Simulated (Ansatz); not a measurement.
# TiC3: the cost of one run

Program: Ansatz 0.2.0. Level of theory: DFT PBE, scalar-relativistic, plane waves, PAW. These are calculated values, not measurements.

### Step 1. Starting point

The structure is cubic, space group Pm-3m (No. 221). The conventional cell has a = 3.201 Å, b = 3.201 Å, c = 3.201 Å, α = 90.00°, β = 90.00°, γ = 90.00°. Around Ti (site symmetry m-3m) lie 12 C at 2.26 Å. C (site symmetry 4/mmm) is surrounded by 4 Ti at 2.26 Å and 8 C at 2.26 Å.

Structure file:

```cif
data_structure
_symmetry_space_group_name_H-M 'P 1'
_symmetry_Int_Tables_number 1
_cell_length_a 3.2007
_cell_length_b 3.2007
_cell_length_c 3.2007
_cell_angle_alpha 90.000
_cell_angle_beta 90.000
_cell_angle_gamma 90.000
_cell_volume 32.79
loop_
_atom_site_label
_atom_site_type_symbol
_atom_site_fract_x
_atom_site_fract_y
_atom_site_fract_z
_atom_site_occupancy
Ti1 Ti 0.50000 0.50000 0.50000 1
C1 C 0.50000 0.00000 0.00000 1
C2 C 0.00000 0.50000 0.00000 1
C3 C 0.00000 0.00000 0.50000 1
```

The cell was relaxed beforehand at this level, from an invented guess; it needn't be the stable form of this composition. At a tolerance of 0.05 Å it has space group Pm-3m (No. 221); it has 8.20 Å³/atom, an uncorrected energy of +1.90 eV/atom over the elements.

### Step 2. Bands, states and charges

input.yaml

```yaml
crystal:
  lattice:
    - [3.2007439153, 0.0, 0.0]
    - [0.0, 3.2007439153, 0.0]
    - [0.0, 0.0, 3.2007439153]
  atoms:
    - { symbol: Ti, position: [0.5, 0.5, 0.5] }
    - { symbol: C, position: [0.5, 0.0, 0.0] }
    - { symbol: C, position: [0.0, 0.5, 0.0] }
    - { symbol: C, position: [0.0, 0.0, 0.5] }
basis:
  ecutwfc: 420
kpoints:
  mp_grid: { grid: [14, 14, 14] }
  band_path:
    path:
      - [[0.0, 0.0, 0.0], [0.0, 0.5, 0.0], [0.5, 0.5, 0.0], [0.0, 0.0, 0.0], [0.5, 0.5, 0.5], [0.0, 0.5, 0.0]]
      - [[0.5, 0.5, 0.5], [0.5, 0.5, 0.0]]
    npoints: 14
hamiltonian:
  xc: pbe
scf:
  occupations: { method: gaussian, width: 0.1 }
  n_extra_bands: 10
output:
  forces: true
  stress: true
  eigenvalues: true
  populations: true
  dos: { projected: true, de: 0.02, nscf_kmesh: { grid: [17, 17, 17] } }
  bader: true
  write_density: true
  write_potential: true
  elf: true
  volumetric_format: npy
```

Started as:

```sh
> ansatz run input.yaml --threads 1 --pin off --max-ram 2560MiB --backend cpu --events-out ev --progress --plain --runs-dir out
```

Q: Estimate wall time and peak memory on 1 thread of Intel Xeon at 2.70GHz, shared host.

About 25 s, with a peak of 0.39 GiB.
